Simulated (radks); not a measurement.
**Taking charge from the 5s level of Tm³⁺ in fractions**

What happens to E and to the 5s eigenvalue of Tm³⁺ when a fraction of an electron is removed? The exact functional would give straight lines between whole numbers for a frontier level.

Program: radks (a radial shooting solver on a logarithmic mesh, Libxc functionals) version 1. Level of theory: scalar-relativistic Kohn-Sham, SCAN, spin-polarised, spherical densities, finite nucleus; open shells are filled with parallel spins first. These are calculated values, not measurements, unless marked.

**1. What is computed**

- element: thulium (Z = 69)
- charge: +3
- electrons: 66
- configuration: [Kr] 4d10 4f12 5s(up 1, down 1) 5p6
- nuclear rms radius: 5.2256 fm

A shell typed twice in an input gives spin up, then spin down.

**2. Start: [Kr] 4d10 4f12 5s(up 1, down 1) 5p6**

Input:

```text
Z 69
configuration [Kr] 4d10 4f12 5s1 5s1 5p6
relativity scalar-relativistic
functional scan,scan
spin polarised
nucleus finite rms 5.2256 fm
c 137.035999084
```

The run is started by

```console
python run_ks.py task.json out
```

All runs below come from this command, one after another.

**3. 0.25 electron removed from 5s**

Input:

```text
Z 69
configuration [Kr] 4d10 4f12 5s1 5s0.75 5p6
relativity scalar-relativistic
functional scan,scan
spin polarised
nucleus finite rms 5.2256 fm
c 137.035999084
```

**4. 0.5 electron removed from 5s**

Input:

```text
Z 69
configuration [Kr] 4d10 4f12 5s1 5s0.5 5p6
relativity scalar-relativistic
functional scan,scan
spin polarised
nucleus finite rms 5.2256 fm
c 137.035999084
```

**5. 0.75 electron removed from 5s**

Input:

```text
Z 69
configuration [Kr] 4d10 4f12 5s1 5s0.25 5p6
relativity scalar-relativistic
functional scan,scan
spin polarised
nucleus finite rms 5.2256 fm
c 137.035999084
```

**6. 1 electron removed from 5s**

Input:

```text
Z 69
configuration [Kr] 4d10 4f12 5s1 5s0 5p6
relativity scalar-relativistic
functional scan,scan
spin polarised
nucleus finite rms 5.2256 fm
c 137.035999084
```

**Question.** What will these runs give? Wanted: for each run, removed; E − E(0); eigenvalue; E minus straight line.

The runs gave:

| removed (e) | E − E(0) (eV) | eigenvalue (eV) | E minus straight line (eV) |
| --- | --- | --- | --- |
| 0 | 0.000 | -84.747 | 0.000 |
| 0.25 | 21.635 | -88.424 | -1.447 |
| 0.5 | 44.198 | -92.209 | -1.966 |
| 0.75 | 67.747 | -96.281 | -1.499 |
| 1 | 92.327 | -100.44 | 0.000 |

In words: Removing the whole electron costs 92.327 eV, against 84.747 eV from minus the starting eigenvalue. Slater's transition state, half an electron removed, gives 92.209 eV. The trapezoid integral of minus the eigenvalue gives 92.377 eV over the range, against 92.327 eV from the energies (Janak's theorem; approximate here, since the scalar-relativistic density holds large components alone). The eigenvalue moves by 15.7 eV per electron. E bends below the straight line by 1.97 eV at 0.5 electron removed.
